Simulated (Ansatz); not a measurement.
# LaIr2, space group Fd-3m: a projected density of states

With the Python package of Ansatz (0.2.0).

The cells in order, each with its output:

In [1]:
```python
import warnings

import ansatz as az
from ase import Atoms
import matplotlib.pyplot as plt
import numpy as np
```

In [2]:
```python
params = {
    "xc": "PBEsol",
    "cutoff": 420,
    "filling": "fermi_dirac",
    "sigma": 0.1,
    "extra_bands": 18,
}
```

In [3]:
```python
warnings.simplefilter("ignore", az.DeckWarning)
```

In [4]:
```python
atoms = Atoms(
    ["La", "La", "Ir", "Ir", "Ir", "Ir"],
    scaled_positions=[
        (0.0, 0.0, 0.0),
        (0.25, 0.25, 0.25),
        (0.625, 0.625, 0.625),
        (0.125, 0.625, 0.625),
        (0.625, 0.625, 0.125),
        (0.625, 0.125, 0.625),
    ],
    cell=[
        (0.0, 3.843, 3.843),
        (3.843, 0.0, 3.843),
        (3.843, 3.843, 0.0),
    ],
    pbc=True,
)
system = az.Crystal.from_ase(atoms)
```

In [5]:
```python
len(system.resolved().sites)
```
Out [5]:
```text
6
```

In [6]:
```python
base = (
    system.calculation()
    .functional(params["xc"])
    .kpoints(5, center="gamma")
    .basis(params["cutoff"])
    .occupations(params["filling"], width=params["sigma"])
    .scf(extra_bands=params["extra_bands"])
    .density_of_states(projected=True, energy_step=0.05)
)
res = base.run()
summary = res.report
```

In [7]:
```python
summary["published_state_doubts"]
```
Out [7]:
```text
[]
```

In [8]:
```python
sorted(key for key in summary if key.endswith("_ev"))
```
Out [8]:
```text
['eigenvalues_ev', 'energy_sigma0_ev', 'entropy_ts_ev', 'fermi_energy_ev', 'free_energy_ev',
 'gap_by_band_count_ev', 'harris_foulkes_ev', 'internal_energy_ev', 'lagrangian_above_aufbau_ev',
 'lagrangian_ev', 'lagrangian_sigma0_ev', 'loop_eigenvalues_ev', 'loop_fermi_energy_ev',
 'occupations_fermi_energy_ev', 'residual_norms_ev']
```

In [9]:
```python
res.lattice.cell_ang
```
Out [9]:
```text
array([[0.   , 3.843, 3.843],
       [3.843, 0.   , 3.843],
       [3.843, 3.843, 0.   ]])
```

In [10]:
```python
dos = res.density_of_states()
energy = np.asarray(dos.energies_ev) - dos.fermi_ev
curves = {}
for site in res.projected_density_of_states().sites:
    for shell in site.shells:
        weight = sum(np.sum(curve.g_bin_mean_per_ev, axis=0) for curve in shell.curves)
        name = f"{site.species} {shell.label}"
        curves[name] = curves.get(name, 0) + weight
```

In [11]:
```python
window = (energy > -10) & (energy < 6)
fig, ax = plt.subplots(figsize=(5.5, 3.5))
for name, g in curves.items():
    if g[window].max() > 0.05:
        ax.plot(energy[window], g[window], label=name, lw=1)
        print(f"{name:8s} peak {g[window].max():7.3f} states/eV at {energy[window][g[window].argmax()]:6.2f} eV")
ax.set(xlabel="E - E_F (eV)", ylabel="states/eV")
ax.legend(fontsize=7)
fig.tight_layout()
fig.savefig("pdos.png", dpi=100)
```
```text
La 5S    peak   0.115 states/eV at  -4.21 eV
La 6S    peak   1.690 states/eV at   1.44 eV
La 5P    peak   0.338 states/eV at  -3.91 eV
La 5D    peak  10.017 states/eV at   2.09 eV
La 4F    peak  40.681 states/eV at   3.24 eV
Ir 6S    peak   1.231 states/eV at  -5.41 eV
Ir 5P    peak   0.100 states/eV at  -2.31 eV
Ir 5D    peak  16.210 states/eV at  -3.91 eV
```

No spin polarisation was allowed. For a metal this k-point mesh is coarse: on a finer one energies can move by several to tens of meV an atom and pressures by half a GPa or more, differences at one mesh by less. A gap by band count of zero or less means overlapping bands, a metal. Peaks are the largest values inside the energy window taken; deeper bands lie outside it. The structure is a deposited one; some such entries were measured under pressure or heat, so a shift against it needn't be the functional's error alone. Gaps and levels are Kohn-Sham values on a finite set of k-points, without spin-orbit coupling. Curves are summed over the cell's atoms. Only shells that the potentials hold have channels, so projections don't add up to the total, least of all where a shell is missing (p of most metals); heights and places of peaks move with the mesh. The computed bands are complete only to about 3.3 eV above the Fermi level; beyond that the density of states is undercounted. Finished in 4.6 s on 1 thread of Arm Neoverse V2, with other jobs on the host, peak memory 0.5 GiB.

(Lines on the test bed's own set-up are left out of the output.)
